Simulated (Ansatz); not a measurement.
# C3H7AlF2: from a rough start to a stationary point

What shape does C3H7AlF2 take? The plan is to relax it, check the end point by its vibrations and derive ideal-gas thermochemistry, and look at its orbitals and charge.

Method: RKS PBE0-D4/def2-TZVP; program: Ansatz 0.2.0, Gaussian basis.

Levels to be run: relaxation at PBE-D4/def2-SVP; relaxation at PBE0-D4/def2-TZVP; harmonic vibrations at the same level; a single point in def2-TZVPP for the fields.

### Step 1. The system as given

SMILES `C[CH](C)[Al]([F])[F]`, 13 atoms, charge 0, spin multiplicity 1.

Atoms are counted from 1 here; the program's logs count them from 0.

Bond lengths: C1–C2 1.515 Å, C1–H7 1.061 Å, C1–H8 1.157 Å, C1–H9 1.158 Å, C2–C3 1.512 Å, C2–Al4 1.995 Å, C2–H10 1.106 Å, C3–H11 1.117 Å, C3–H12 1.082 Å, C3–H13 1.114 Å, Al4–F5 1.817 Å, Al4–F6 1.821 Å. Angles: C2–C1–H7 113.1°, C2–C1–H8 107.1°, C2–C1–H9 107.2°, H7–C1–H8 109.4°, H7–C1–H9 112.5°, H8–C1–H9 107.3°, C1–C2–C3 109.0°, C1–C2–Al4 114.8°, C1–C2–H10 108.8°, C3–C2–Al4 110.3°, C3–C2–H10 108.8°, Al4–C2–H10 105.0°, C2–C3–H11 111.5°, C2–C3–H12 114.1°, C2–C3–H13 108.6°, H11–C3–H12 108.6°, H11–C3–H13 107.7°, H12–C3–H13 106.0° and more.

As a file:

```xyz
13

C    -0.47010   -0.88890   -1.09140
C     0.39330   -0.00750   -0.21230
C     0.60300   -0.69460    1.11760
Al   -0.30860    1.83960    0.06490
F    -0.73090    2.87500   -1.36700
F    -0.74270    2.42600    1.73310
H    -0.03720   -1.83890   -1.28140
H    -0.62000   -0.32760   -2.09240
H    -1.50790   -0.96810   -0.58290
H     1.37590    0.13000   -0.70130
H     1.09120   -1.69140    0.99130
H    -0.30240   -0.82470    1.69590
H     1.27690   -0.06360    1.74080
```

The start is a force-field geometry with small random shifts, so a cheaper pass at PBE-D4/def2-SVP comes first.

### Step 2. Geometry optimisation, PBE-D4/def2-SVP (cheap first pass)

in.yaml

```yaml
crystal:
  periodic: [false, false, false]
  atoms:
    - {symbol: C, position_ang: [-0.470100, -0.888900, -1.091400]}
    - {symbol: C, position_ang: [0.393300, -0.007500, -0.212300]}
    - {symbol: C, position_ang: [0.603000, -0.694600, 1.117600]}
    - {symbol: Al, position_ang: [-0.308600, 1.839600, 0.064900]}
    - {symbol: F, position_ang: [-0.730900, 2.875000, -1.367000]}
    - {symbol: F, position_ang: [-0.742700, 2.426000, 1.733100]}
    - {symbol: H, position_ang: [-0.037200, -1.838900, -1.281400]}
    - {symbol: H, position_ang: [-0.620000, -0.327600, -2.092400]}
    - {symbol: H, position_ang: [-1.507900, -0.968100, -0.582900]}
    - {symbol: H, position_ang: [1.375900, 0.130000, -0.701300]}
    - {symbol: H, position_ang: [1.091200, -1.691400, 0.991300]}
    - {symbol: H, position_ang: [-0.302400, -0.824700, 1.695900]}
    - {symbol: H, position_ang: [1.276900, -0.063600, 1.740800]}
basis:
  gaussian: {orbitals: def2-SVP}
hamiltonian: {xc: pbe, dispersion: d4}
relax: {f_tol: 0.03, max_steps: 200}
```

Run with:

```bash
> ansatz run in.yaml --threads 4 --pin off --events-out ev --progress --plain --max-ram 11315MiB
```

Output, cut to the lines that bear on the results:

```text
Functional definition: PBE
  name "PBE"
  cite "Perdew, Burke & Ernzerhof, Phys. Rev. Lett. 77, 3865 (1996) doi:10.1103/PhysRevLett.77.3865"
  parent pbe
[...]
1369 factors; their error is unknown
[...]
mean field -15237.10839548 eV, -559.9534054510 hartree, gradient 4.0e-5 eV, S^2 0.000000; 0 other end points of the search recorded, 0 dependent functions left out
[...]
reference -15237.10843654 eV, -559.9534069600 hartree; 28, 28 occupied and 95, 95 virtual orbitals, 1369 factors
relax step   1: F+E_penalty+E_count = -15237.35795896 eV  Δ(F+E_penalty+E_count) = +0.000e0 eV  max|allowed force component| = 3.050e0 eV/Å  Δτ_max = 0.0000 Å  (30 SCF iters, accepted)
[...]
relax step   7: F+E_penalty+E_count = -15238.10590790 eV  Δ(F+E_penalty+E_count) = -2.754e-3 eV  max|allowed force component| = 3.124e-2 eV/Å  Δτ_max = 0.0421 Å  (30 SCF iters, accepted)
[...]
relax step   8: F+E_penalty+E_count = -15238.10612423 eV  Δ(F+E_penalty+E_count) = -2.163e-4 eV  max|allowed force component| = 9.011e-3 eV/Å  Δτ_max = 0.0173 Å  (31 SCF iters, accepted)
1369 factors; their error is unknown
mean field -15237.85564525 eV, -559.9808663733 hartree, gradient 2.5e-5 eV, S^2 0.000000; 1 other end points of the search recorded, 0 dependent functions left out
[...]
reference -15237.85568686 eV, -559.9808679025 hartree; 28, 28 occupied and 95, 95 virtual orbitals, 1369 factors
Total energy: -15238.10616584 eV, -559.9900728354 hartree
Atom 0 at    -0.492498    -0.826369    -1.130358 Å, force    -0.001181    -0.005627    -0.002225 eV/Å
Atom 1 at     0.368832     0.017355    -0.170373 Å, force     0.001003     0.001377    -0.003417 eV/Å
Atom 2 at     0.622002    -0.691078     1.170525 Å, force     0.004251    -0.007120     0.004505 eV/Å
Atom 3 at    -0.362014     1.825438     0.059781 Å, force     0.001937     0.009011    -0.000946 eV/Å
Atom 4 at    -0.828544     2.758756    -1.250709 Å, force    -0.003700    -0.002406    -0.003336 eV/Å
Atom 5 at    -0.543229     2.531604     1.567988 Å, force     0.000954    -0.003421    -0.000110 eV/Å
Atom 6 at    -0.018103    -1.813514    -1.326585 Å, force     0.001162    -0.001040     0.000686 eV/Å
Atom 7 at    -0.643756    -0.331473    -2.111397 Å, force     0.001135     0.006524    -0.000565 eV/Å
Atom 8 at    -1.497937    -1.034857    -0.705760 Å, force     0.000985     0.002698     0.002386 eV/Å
Atom 9 at     1.354295     0.192108    -0.666085 Å, force    -0.005025    -0.000580     0.002776 eV/Å
Atom 10 at     1.098431    -1.684013     1.011979 Å, force    -0.000248    -0.001662     0.000611 eV/Å
Atom 11 at    -0.322747    -0.871159     1.725594 Å, force    -0.000510     0.000760    -0.001252 eV/Å
Atom 12 at     1.285769    -0.107498     1.840299 Å, force    -0.000765     0.001488     0.000884 eV/Å
Dipole moment:     0.180108    -0.441862    -0.059285 e Å
```

Run time: 14 s. Hardware: 4 threads of Arm Neoverse V2, shared host.

Relaxation path:

```tsv
step	energy from step 1 (eV)	largest force component (eV/Å)
1	0.0000	3.0503
2	-0.5403	1.8606
3	-0.6819	1.3314
4	-0.7307	0.6123
5	-0.7418	0.2634
6	-0.7452	0.1270
7	-0.7479	0.0312
8	-0.7482	0.0090
```

Close pairs (by a distance rule), those that changed most:

```tsv
bond	before (Å)	after (Å)	change (Å)
Al4–F6	1.821	1.675	-0.146
Al4–F5	1.817	1.675	-0.142
C1–H7	1.061	1.113	+0.052
C1–H8	1.157	1.109	-0.048
C1–H9	1.158	1.111	-0.047
C2–Al4	1.995	1.964	-0.032
C3–H12	1.082	1.110	+0.028
C1–C2	1.515	1.541	+0.026
```

### Step 3. Relaxation at PBE0-D4/def2-TZVP

in.yaml

```yaml
crystal:
  periodic: [false, false, false]
  atoms:
    - {symbol: C, position_ang: [-0.492498, -0.826369, -1.130358]}
    - {symbol: C, position_ang: [0.368832, 0.017355, -0.170373]}
    - {symbol: C, position_ang: [0.622002, -0.691078, 1.170525]}
    - {symbol: Al, position_ang: [-0.362014, 1.825438, 0.059781]}
    - {symbol: F, position_ang: [-0.828544, 2.758756, -1.250709]}
    - {symbol: F, position_ang: [-0.543229, 2.531604, 1.567988]}
    - {symbol: H, position_ang: [-0.018103, -1.813514, -1.326585]}
    - {symbol: H, position_ang: [-0.643756, -0.331473, -2.111397]}
    - {symbol: H, position_ang: [-1.497937, -1.034857, -0.705760]}
    - {symbol: H, position_ang: [1.354295, 0.192108, -0.666085]}
    - {symbol: H, position_ang: [1.098431, -1.684013, 1.011979]}
    - {symbol: H, position_ang: [-0.322747, -0.871159, 1.725594]}
    - {symbol: H, position_ang: [1.285769, -0.107498, 1.840299]}
basis:
  gaussian: {orbitals: def2-TZVP}
hamiltonian: {xc: pbe0, dispersion: d4}
relax: {f_tol: 0.005, max_steps: 150}
```

The command is unchanged.

Output, cut to the lines that bear on the results:

```text
Functional definition: PBE0
  name "PBE0"
  cite "Adamo & Barone, J. Chem. Phys. 110, 6158 (1999) doi:10.1063/1.478522"
  cite "Perdew, Burke & Ernzerhof, Phys. Rev. Lett. 77, 3865 (1996) doi:10.1103/PhysRevLett.77.3865"
  parent pbe
[...]
1439 factors; their error is unknown
[...]
mean field -15251.85617136 eV, -560.4953762182 hartree, gradient 4.3e-5 eV, S^2 0.000000; 0 other end points of the search recorded, 0 dependent functions left out
[...]
reference -15251.85620820 eV, -560.4953775721 hartree; 28, 28 occupied and 206, 206 virtual orbitals, 1439 factors
relax step   1: F+E_penalty+E_count = -15252.06846819 eV  Δ(F+E_penalty+E_count) = +0.000e0 eV  max|allowed force component| = 7.405e-1 eV/Å  Δτ_max = 0.0000 Å  (28 SCF iters, accepted)
[...]
Atom 3 at    -0.355019     1.823981     0.070935 Å, force     0.000738    -0.000660     0.000584 eV/Å
Atom 4 at    -1.202620     2.575569    -1.122942 Å, force    -0.000236     0.000675     0.000317 eV/Å
Atom 5 at    -0.120158     2.686455     1.452850 Å, force    -0.000486     0.000187    -0.000816 eV/Å
Atom 6 at     0.049204    -1.772832    -1.333619 Å, force    -0.000075    -0.000005     0.000095 eV/Å
Atom 7 at    -0.556129    -0.309018    -2.116343 Å, force     0.000129    -0.000094     0.000202 eV/Å
Atom 8 at    -1.444125    -1.027182    -0.775894 Å, force     0.000508     0.000234    -0.000073 eV/Å
Atom 9 at     1.362373     0.189661    -0.589385 Å, force    -0.000692     0.000028     0.000220 eV/Å
Atom 10 at     1.055331    -1.667146     1.019658 Å, force    -0.000083    -0.000174     0.000117 eV/Å
Atom 11 at    -0.403196    -0.917058     1.657900 Å, force     0.000325     0.000084    -0.000250 eV/Å
Atom 12 at     1.155351    -0.129224     1.883804 Å, force    -0.000318    -0.000342    -0.000472 eV/Å
Dipole moment:     0.183219    -0.447432    -0.057876 e Å
```

Wall time 1.8 min (4 threads of Arm Neoverse V2, shared host); peak memory 0.68 GiB.

Step by step: (the energy doesn't fall at every step)

```tsv
step	energy from step 1 (eV)	largest force component (eV/Å)
1	0.0000	0.7405
2	-0.0512	0.4499
3	-0.0627	0.0561
4	-0.0624	0.0863
5	-0.0631	0.0144
6	-0.0631	0.0253
7	-0.0632	0.0145
8	-0.0635	0.0315
9	-0.0637	0.0621
10	-0.0640	0.0591
11	-0.0644	0.0602
12	-0.0646	0.0502
13	-0.0637	0.1396
14	-0.0596	0.2995
15	-0.0648	0.0174
16	-0.0649	0.0251
17	-0.0650	0.0334
18	-0.0651	0.0266
19	-0.0651	0.0185
20	-0.0651	0.0172
21	-0.0651	0.0089
22	-0.0651	0.0070
23	-0.0652	0.0023
24	-0.0652	0.0008
```

The force was under the threshold of 0.005 eV/Å already at step 23, but the program went on to step 24.

Close pairs (by a distance rule), those that changed most:

```tsv
bond	before (Å)	after (Å)	change (Å)
Al4–F6	1.675	1.646	-0.029
Al4–F5	1.675	1.646	-0.029
C1–H9	1.111	1.094	-0.017
C3–H11	1.113	1.096	-0.017
C1–H7	1.113	1.096	-0.017
C1–H8	1.109	1.092	-0.017
C3–H13	1.109	1.092	-0.017
C3–H12	1.110	1.094	-0.016
```

Mulliken charges of the relaxed molecule (report file):

C1 -0.38; C2 -0.21; C3 -0.38; Al4 0.80; F5 -0.35; F6 -0.34; H7 0.12; H8 0.14; H9 0.12; H10 0.10; H11 0.12; H12 0.12; H13 0.14

### Step 4. Harmonic vibrations

in.yaml

```yaml
crystal:
  periodic: [false, false, false]
  atoms:
    - {symbol: C, position_ang: [-0.440062, -0.809299, -1.152192]}
    - {symbol: C, position_ang: [0.364183, 0.025946, -0.154896]}
    - {symbol: C, position_ang: [0.555369, -0.704554, 1.175024]}
    - {symbol: Al, position_ang: [-0.355019, 1.823981, 0.070935]}
    - {symbol: F, position_ang: [-1.202620, 2.575569, -1.122942]}
    - {symbol: F, position_ang: [-0.120158, 2.686455, 1.452850]}
    - {symbol: H, position_ang: [0.049204, -1.772832, -1.333619]}
    - {symbol: H, position_ang: [-0.556129, -0.309018, -2.116343]}
    - {symbol: H, position_ang: [-1.444125, -1.027182, -0.775894]}
    - {symbol: H, position_ang: [1.362373, 0.189661, -0.589385]}
    - {symbol: H, position_ang: [1.055331, -1.667146, 1.019658]}
    - {symbol: H, position_ang: [-0.403196, -0.917058, 1.657900]}
    - {symbol: H, position_ang: [1.155351, -0.129224, 1.883804]}
basis:
  gaussian: {orbitals: def2-TZVP}
hamiltonian: {xc: pbe0, dispersion: d4}
phonons: {temperatures: {t_min: 298.15, t_max: 900, t_step: 200}}
```

Launched as before.

Output, cut to the lines that bear on the results:

```text
Functional definition: PBE0
  name "PBE0"
  cite "Adamo & Barone, J. Chem. Phys. 110, 6158 (1999) doi:10.1063/1.478522"
  cite "Perdew, Burke & Ernzerhof, Phys. Rev. Lett. 77, 3865 (1996) doi:10.1103/PhysRevLett.77.3865"
  parent pbe
[...]
1439 factors; their error is unknown
[...]
mean field -15251.91990717 eV, -560.4977184658 hartree, gradient 9.6e-6 eV, S^2 0.000000; 0 other end points of the search recorded, 0 dependent functions left out
[...]
reference -15251.91994390 eV, -560.4977198157 hartree; 28, 28 occupied and 206, 206 virtual orbitals, 1439 factors
[...]
1439 factors; their error is unknown
mean field -15251.91974089 eV, -560.4977123551 hartree, gradient 3.0e-6 eV, S^2 0.000000; 0 other end points of the search recorded, 0 dependent functions left out
[...]
reference -15251.91977762 eV, -560.4977137052 hartree; 28, 28 occupied and 206, 206 virtual orbitals, 1439 factors
[...]
Atom 6 at     0.049204    -1.772832    -1.333619 Å, force    -0.000047     0.000055     0.000237 eV/Å
Atom 7 at    -0.556129    -0.309018    -2.116343 Å, force     0.000127    -0.000040     0.000238 eV/Å
Atom 8 at    -1.444125    -1.027182    -0.775894 Å, force     0.000469     0.000227    -0.000125 eV/Å
Atom 9 at     1.362373     0.189661    -0.589385 Å, force    -0.000675     0.000049     0.000212 eV/Å
Atom 10 at     1.055331    -1.667146     1.019658 Å, force    -0.000113    -0.000141     0.000126 eV/Å
Atom 11 at    -0.403196    -0.917058     1.657900 Å, force     0.000344     0.000121    -0.000161 eV/Å
Atom 12 at     1.155351    -0.129224     1.883804 Å, force    -0.000338    -0.000284    -0.000475 eV/Å
Dipole moment:     0.183219    -0.447432    -0.057877 e Å
Vibrations: 18.61 95.89 144.89 220.24 228.83 252.95 275.02 314.41 389.88 543.58 805.59 904.40 907.96 922.77 983.95 990.03 1108.10 1187.49 1243.37 1313.33 1397.77 1417.63 1476.83 1491.16 1494.46 1501.36 2992.82 3027.61 3028.07 3090.61 3090.79 3117.33 3117.75 cm⁻¹, zero-point energy 2.671581 eV
```

It took 4.3 min on 4 threads of Arm Neoverse V2, shared host; peak memory 0.68 GiB.

Motions are named by where the mode's potential energy lies. The modes, unscaled (a negative number is an imaginary wavenumber):

```tsv
mode	cm⁻¹	motion
1	19	torsion
2	96	bend
3	145	torsion
4	220	bend
5	229	torsion
6	253	torsion
7	275	bend
8	314	bend with torsion
9	390	torsion
10	544	Al–C stretch
11	806	Al–F stretch
12	904	C–C stretch
13	908	Al–F stretch
14	923	bend with wag or twist
15	984	bend with wag or twist
16	990	bend with wag or twist
17	1108	C–C stretch
18	1187	bend
19	1243	bend
20	1313	bend
21	1398	bend
22	1418	bend
23	1477	bend
24	1491	bend
25	1494	bend
26	1501	bend
27	2993	C–H stretch
28	3028	C–H stretch
29	3028	C–H stretch
30	3091	C–H stretch
31	3091	C–H stretch
32	3117	C–H stretch
33	3118	C–H stretch
```

From these modes and the moments of inertia (298.15 K, 1 bar, symmetry number 1):

```tsv
term	value
zero-point energy	257.8 kJ/mol
H(298) − E	282.4 kJ/mol
entropy, translation	167.3 J/(mol K)
entropy, rotation	116.5 J/(mol K)
entropy, vibration	100.9 J/(mol K)
entropy, total	384.7 J/(mol K)
```

### Step 5. A single point for the fields

Edit in.yaml of step 4 so:

```diff
@@ -17,4 +17,4 @@
 basis:
-  gaussian: {orbitals: def2-TZVP}
+  gaussian: {orbitals: def2-TZVPP}
 hamiltonian: {xc: pbe0, dispersion: d4}
-phonons: {temperatures: {t_min: 298.15, t_max: 900, t_step: 200}}
+output: {orbitals: {seedname: orbitals}}
```

Same command.

Output:

```text
Functional definition: PBE0
  name "PBE0"
  cite "Adamo & Barone, J. Chem. Phys. 110, 6158 (1999) doi:10.1063/1.478522"
  cite "Perdew, Burke & Ernzerhof, Phys. Rev. Lett. 77, 3865 (1996) doi:10.1103/PhysRevLett.77.3865"
  parent pbe
  parameter a = 0.25
  parameter kappa = 0.804
  parameter beta = 0.06672455060314922
  exchange = (1 - a)*pbe_x(kappa = kappa, mu = beta*pi^2/3) + a*exact_x
  correlation = pbe_c(beta = beta)
1565 factors; their error is unknown
mean field evaluation 1: about -15238.9571 eV, gradient 8.1e1 eV
mean field evaluation 2: about -15227.4709 eV, gradient 1.1e2 eV
mean field evaluation 4: about -15251.9454 eV, gradient 4.0e0 eV
mean field evaluation 8: about -15251.9727 eV, gradient 8.2e-2 eV
mean field evaluation 16: about -15251.9871 eV, gradient 4.8e-5 eV
mean field -15251.98710039 eV, -560.5001877712 hartree, gradient 4.8e-5 eV, S^2 0.000000; 0 other end points of the search recorded, 0 dependent functions left out
reference -15251.98713799 eV, -560.5001891531 hartree; 28, 28 occupied and 267, 267 virtual orbitals, 1565 factors
Total energy: -15252.20085779 eV, -560.5080432109 hartree
```

It took 4.3 s on 4 threads of Arm Neoverse V2, shared host; peak memory 0.82 GiB.

Orbitals, density, ELF and potential are computed afterwards from the orbital file.

Frontier orbitals at PBE0-D4/def2-TZVPP, with the share of their density that lies nearest to each atom:

```tsv
orbital	energy (eV)	lies on
HOMO	-8.03	C2 36 %; Al4 18 %; H7, H10, H11 about 9 % each
LUMO	-0.55	Al4 35 %; F5, F6 about 15 % each; C2 8 %
```

ELF in a plane through or near 9 of the atoms.

Values, 10 rows by 14 columns:
```
0.00 0.00 0.00 0.00 0.00 0.00 0.00 0.00 0.00 0.00 0.00 0.00 0.00 0.00
0.00 0.00 0.00 0.00 0.00 0.00 0.08 0.08 0.00 0.00 0.00 0.00 0.00 0.00
0.00 0.00 0.00 0.02 0.09 0.16 0.91 0.97 0.09 0.07 0.26 0.15 0.01 0.00
0.00 0.00 0.01 0.69 0.98 0.82 0.49 0.72 0.02 0.58 0.84 0.84 0.18 0.00
0.00 0.00 0.00 0.49 0.96 0.81 0.62 0.62 0.58 0.16 0.78 0.70 0.13 0.00
0.00 0.00 0.00 0.02 0.13 0.16 0.72 0.60 0.73 0.81 0.09 0.12 0.01 0.00
0.00 0.00 0.01 0.81 1.00 0.90 0.49 0.41 0.10 0.58 0.48 0.83 0.19 0.00
0.00 0.00 0.00 0.19 0.54 0.35 0.95 0.97 0.05 0.31 0.67 0.52 0.06 0.00
0.00 0.00 0.00 0.00 0.00 0.04 0.62 0.72 0.03 0.00 0.02 0.01 0.00 0.00
0.00 0.00 0.00 0.00 0.00 0.00 0.00 0.00 0.00 0.00 0.00 0.00 0.00 0.00
```
The map spans 10.6 Å across and 9.6 Å up, centred on the molecule. Atoms in the plane (x, y in Å): C1 (-0.7, 1.3), C3 (-0.8, -1.3), Al4 (1.9, 0.0), F5 (2.7, 1.4), F6 (2.7, -1.4), H7 (-1.8, 1.3), H8 (-0.3, 2.2), H11 (-1.8, -1.3), H13 (-0.3, -2.2).

On the surface of density 0.002 e/bohr³ the electrostatic potential runs, from the 1st to the 99th percentile, from -1.24 V near F6 to 3.66 V near Al4.

### Step 6. What came out

| quantity | value |
| --- | --- |
| point group | Cs |
| steps | 8 + 24 |
| shift from the start (rms) | 0.287 Å |
| total energy | -15252.1337 eV |
| dispersion term | -214 meV |
| dipole moment | 2.34 D |
| lowest, highest wavenumber | 19, 3118 cm⁻¹ |
| zero-point energy | 257.8 kJ/mol |
| entropy at 298.15 K | 384.7 J/(mol K) |
| HOMO, LUMO | -8.03, -0.55 eV |

What this shows: The relaxed geometry lies 0.29 Å (rms) from the start; the bond that changed most is Al4–F6, from 1.821 to 1.646 Å. No mode is imaginary: a true minimum at this level. The stiffest mode, 3118 cm⁻¹, is a C–H stretch, and 3 modes under 200 cm⁻¹ make the vibrational entropy uncertain. Harmonic hybrid wavenumbers usually lie a few per cent above measured fundamentals. The largest Mulliken charge, +0.80 e, sits on Al4. The HOMO lies mostly on C2 36 %; Al4 18 % and the LUMO on Al4 35 %; F5, F6 about 15 % each.
